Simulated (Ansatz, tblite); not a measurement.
# The cluster Cs₃H₃: rung by rung

How do method and basis change the picture of the cluster Cs₃H₃ (singlet)?

The runs use Ansatz 0.2.0, Gaussian basis; as each input shows.

Levels to be run: GFN1-xTB, GFN2-xTB, PBE-D4/def2-TZVP, r2SCAN-D4/def2-TZVP, BLYP-D4/def2-TZVP, PBE-QIDH/def2-TZVP, ωB97M-V/def2-TZVP, B2PLYP/def2-TZVP, CAM-B3LYP-D4/def2-TZVP, PBE-D4/def2-SVP, PBE0-D4/def2-SVP, PBE0-D4/def2-TZVPD, PBE-D4/def2-TZVPD, r2SCAN-D4/def2-TZVPD, CCSD(T)/def2-TZVPP, MP2/def2-TZVP, RPA/def2-TZVP, CCSD(T)/def2-TZVPD.

2 further runs of the same task are left out: 1 that didn't finish, 1 set aside as unsound or not needed. Runs told in other sessions of the task aren't counted.

## 1. The geometry

The geometry is that of the singlet, from an earlier relaxation (PBE-D4/def2-TZVP). At that level it is the lowest of the isomers that a small search found.

6 atoms, charge 0, spin multiplicity 1.

Bond lengths: Cs1–Cs2 5.058 Å, Cs1–Cs3 5.057 Å, Cs1–H4 2.723 Å, Cs1–H6 2.723 Å, Cs2–Cs3 5.058 Å, Cs2–H4 2.723 Å, Cs2–H5 2.723 Å, Cs3–H5 2.723 Å, Cs3–H6 2.723 Å. Angles: Cs2–Cs1–Cs3 60.0°, Cs2–Cs1–H4 21.8°, Cs2–Cs1–H6 81.8°, Cs3–Cs1–H4 81.8°, Cs3–Cs1–H6 21.8°, H4–Cs1–H6 103.6°, Cs1–Cs2–Cs3 60.0°, Cs1–Cs2–H4 21.8°, Cs1–Cs2–H5 81.8°, Cs3–Cs2–H4 81.7°, Cs3–Cs2–H5 21.8°, H4–Cs2–H5 103.5°, Cs1–Cs3–Cs2 60.0°, Cs1–Cs3–H5 81.8°, Cs1–Cs3–H6 21.8°, Cs2–Cs3–H5 21.8°, Cs2–Cs3–H6 81.8°, H5–Cs3–H6 103.6° and more.

Cs takes a core potential in the def2 sets. No spin-orbit coupling is included.

PBE0-D4/def2-TZVP was run before; its log isn't repeated, and its numbers join the tables.

## 2. GFN1-xTB

Tight binding, by tblite at 300 K electronic temperature and without a spin-polarisation term:

```python
tblite.interface.Calculator('GFN1-xTB', numbers, positions, charge=0, uhf=0).singlepoint()
```

Energy -71.2041 eV, HOMO -11.71 eV, LUMO -7.76 eV; 0.005 s.

## 3. GFN2-xTB

Tight binding, by tblite at 300 K electronic temperature and without a spin-polarisation term:

```python
tblite.interface.Calculator('GFN2-xTB', numbers, positions, charge=0, uhf=0).singlepoint()
```

Energy -57.6987 eV, HOMO -8.16 eV, LUMO -4.89 eV; 0.005 s.

## 4. PBE-D4/def2-TZVP

start.molden holds the orbitals of an earlier run on this state, given as this run's starting guess.

Contents of in.yaml:

```yaml
crystal:
  periodic: [false, false, false]
  atoms:
    - {symbol: Cs, position_ang: [-2.899604, 0.340777, 0.032440]}
    - {symbol: Cs, position_ang: [1.155907, -2.681986, 0.032081]}
    - {symbol: Cs, position_ang: [1.743849, 2.340320, -0.064731]}
    - {symbol: H, position_ang: [-1.474732, -1.979260, 0.069441]}
    - {symbol: H, position_ang: [2.452867, -0.288218, -0.015838]}
    - {symbol: H, position_ang: [-0.978286, 2.268367, -0.053393]}
basis:
  gaussian: {orbitals: def2-TZVP, initial_orbitals: start.molden}
hamiltonian: {xc: pbe, dispersion: d4}
scf: {omitted_lower_state_checks: [starts]}
output: {orbitals: {seedname: orbitals}}
```

Run with:

```
$ ansatz run in.yaml --threads 4 --pin off --events-out ev --progress --plain --max-ram 3916MiB
```

Further steps of the session: r2SCAN-D4/def2-TZVP; BLYP-D4/def2-TZVP; PBE-QIDH/def2-TZVP; ωB97M-V/def2-TZVP; B2PLYP/def2-TZVP; CAM-B3LYP-D4/def2-TZVP; PBE-D4/def2-SVP; PBE0-D4/def2-SVP; PBE0-D4/def2-TZVPD; PBE-D4/def2-TZVPD; r2SCAN-D4/def2-TZVPD; CCSD(T)/def2-TZVPP; MP2/def2-TZVP; RPA/def2-TZVP; CCSD(T)/def2-TZVPD.

Before running them: what should the planned runs give, taken together? Wanted: gap in def2-TZVP, named functionals, smallest and largest; correlation energy, CCSD(T)/def2-TZVPP; correlation energy, MP2/def2-TZVP; correlation energy, CCSD(T)/def2-TZVPD; binding an atom, CCSD(T)/def2-TZVPP; PBE0 total energy, smallest basis above largest.

As calculated:

| quantity | value |
| --- | --- |
| gap in def2-TZVP, named functionals, smallest and largest | 2.40 eV (BLYP-D4), 6.20 eV (ωB97M-V) |
| correlation energy, CCSD(T)/def2-TZVPP | -15.46 eV |
| correlation energy, MP2/def2-TZVP | -9.84 eV |
| correlation energy, CCSD(T)/def2-TZVPD | -11.65 eV |
| binding an atom, CCSD(T)/def2-TZVPP | 1.272 eV |
| PBE0 total energy, smallest basis above largest | 0.43 eV (def2-SVP, def2-TZVPD) |

In words: Over the named functionals in def2-TZVP the gap runs from 2.40 eV (BLYP-D4) to 6.20 eV (ωB97M-V); exact exchange widens it. The functionals in def2-TZVP miss CCSD(T)/def2-TZVPP by +0.037 (PBE0-D4) to +0.138 eV (ωB97M-V) an atom. CCSD(T)/def2-TZVPP isn't at the basis-set limit; small misses against it rank nothing.
